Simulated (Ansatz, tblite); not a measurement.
# [FeNF4]-: a ladder of methods and basis sets

How do method and basis change the picture of [FeNF4]- (singlet)?

Computed with Ansatz 0.2.0, Gaussian basis. Level: as each input shows.

Levels to be run: GFN1-xTB, GFN2-xTB, PBE-D4/def2-TZVPD, r2SCAN-D4/def2-TZVPD, r2SCANh-D4/def2-TZVPD, r2SCAN0-D4/def2-TZVPD, B97M-V/def2-TZVPD, BLYP-D4/def2-TZVPD, ωB97X-V/def2-TZVPD, PBE+5HF/def2-TZVPD, PBE+10HF/def2-TZVPD, PBE+15HF/def2-TZVPD, PBE+35HF/def2-TZVPD, PBE+50HF/def2-TZVPD, PBE-D4/def2-SVPD, PBE0-D4/def2-SVPD, HF/STO-3G, HF/6-31G, B3LYP-D4/6-31G, CCSD(T)/def2-SVPD, RPA/def2-SVPD.

**1. The geometry**

The singlet was relaxed beforehand with B3LYP-D4/def2-SVPD.

6 atoms, charge -1, spin multiplicity 1.

Bond lengths: Fe1–N2 1.466 Å, Fe1–F3 1.803 Å, Fe1–F4 1.803 Å, Fe1–F5 1.803 Å, Fe1–F6 1.803 Å. Angles: N2–Fe1–F3 104.9°, N2–Fe1–F4 104.9°, N2–Fe1–F5 104.9°, N2–Fe1–F6 104.9°, F3–Fe1–F4 86.2°, F3–Fe1–F5 150.2°, F3–Fe1–F6 86.2°, F4–Fe1–F5 86.2°, F4–Fe1–F6 150.2°, F5–Fe1–F6 86.2°.

As a file:

```xyz
6

Fe    0.0001   -0.0003    0.0643
N     0.0031   -0.0063    1.5307
F     1.7413    0.0136   -0.4025
F    -0.0128    1.7440   -0.3913
F    -1.7429   -0.0104   -0.3955
F     0.0111   -1.7406   -0.4058
```

Formally the metal is d2. No spin-orbit coupling is included. The ion is computed in the gas phase, without counter-ions or solvent.

PBE0-D4/def2-TZVPD was run before; its log isn't repeated, and its numbers join the tables.

**2. GFN1-xTB**

Tight binding, by tblite at 300 K electronic temperature and without a spin-polarisation term:

```python
tblite.interface.Calculator('GFN1-xTB', numbers, positions, charge=-1, uhf=0).singlepoint()
```

Energy -733.0341 eV, HOMO -8.01 eV, LUMO -6.24 eV; 0.01 s.

**3. GFN2-xTB**

Tight binding, by tblite at 300 K electronic temperature and without a spin-polarisation term:

```python
tblite.interface.Calculator('GFN2-xTB', numbers, positions, charge=-1, uhf=0).singlepoint()
```

Energy -691.1186 eV, HOMO -6.06 eV, LUMO -4.15 eV; 0.006 s.

**4. PBE-D4/def2-TZVPD**

start.molden holds the orbitals of an earlier run on this state, given as this run's starting guess.

File in.yaml:

```yaml
crystal:
  periodic: [false, false, false]
  atoms:
    - {symbol: Fe, position_ang: [0.000138, -0.000256, 0.064304]}
    - {symbol: N, position_ang: [0.003114, -0.006325, 1.530747]}
    - {symbol: F, position_ang: [1.741306, 0.013621, -0.402481]}
    - {symbol: F, position_ang: [-0.012774, 1.743957, -0.391298]}
    - {symbol: F, position_ang: [-1.742914, -0.010355, -0.395503]}
    - {symbol: F, position_ang: [0.011140, -1.740641, -0.405760]}
basis:
  gaussian: {orbitals: def2-TZVPD, initial_orbitals: start.molden}
total_charge: -1
hamiltonian: {xc: pbe, dispersion: d4}
scf: {omitted_lower_state_checks: [starts]}
output: {forces: true, orbitals: {seedname: orbitals}}
```

Started as:

```console
> ansatz run in.yaml --threads 4 --pin off --events-out ev --progress --plain --max-ram 3916MiB
```

Further steps of the session: r2SCAN-D4/def2-TZVPD; r2SCANh-D4/def2-TZVPD; r2SCAN0-D4/def2-TZVPD; B97M-V/def2-TZVPD; BLYP-D4/def2-TZVPD; ωB97X-V/def2-TZVPD; PBE+5HF/def2-TZVPD; PBE+10HF/def2-TZVPD; PBE+15HF/def2-TZVPD; PBE+35HF/def2-TZVPD; PBE+50HF/def2-TZVPD; PBE-D4/def2-SVPD; PBE0-D4/def2-SVPD; HF/STO-3G; HF/6-31G; B3LYP-D4/6-31G; CCSD(T)/def2-SVPD; RPA/def2-SVPD.

Q: Predict the results of all the runs planned. Wanted: gap in def2-TZVPD, named functionals, smallest and largest; gap over the share of exact exchange; correlation energy, CCSD(T)/def2-SVPD; PBE0 total energy, smallest basis above largest.

**Answer**, as computed:

| quantity | value |
| --- | --- |
| gap in def2-TZVPD, named functionals, smallest and largest | 1.23 eV (PBE-D4), 9.68 eV (ωB97X-V) |
| gap over the share of exact exchange | 1.23 eV at 0, 7.81 eV at 0.5 |
| correlation energy, CCSD(T)/def2-SVPD | -45.79 eV |
| PBE0 total energy, smallest basis above largest | 18.86 eV (def2-SVPD, def2-TZVPD) |

What this shows: Orbital gaps of the named functionals in def2-TZVPD span 1.23 eV (PBE-D4) to 9.68 eV (ωB97X-V); exact exchange widens it. Raising the share of exact exchange from 0 to 0.5 moves the HOMO by -5.38 eV and the LUMO by +1.20 eV. Notes on CCSD(T)/def2-SVPD and its Hartree-Fock reference, which MP2 shares: large T1 diagnostic, restricted state is unstable towards broken spin symmetry, state flagged by the program.
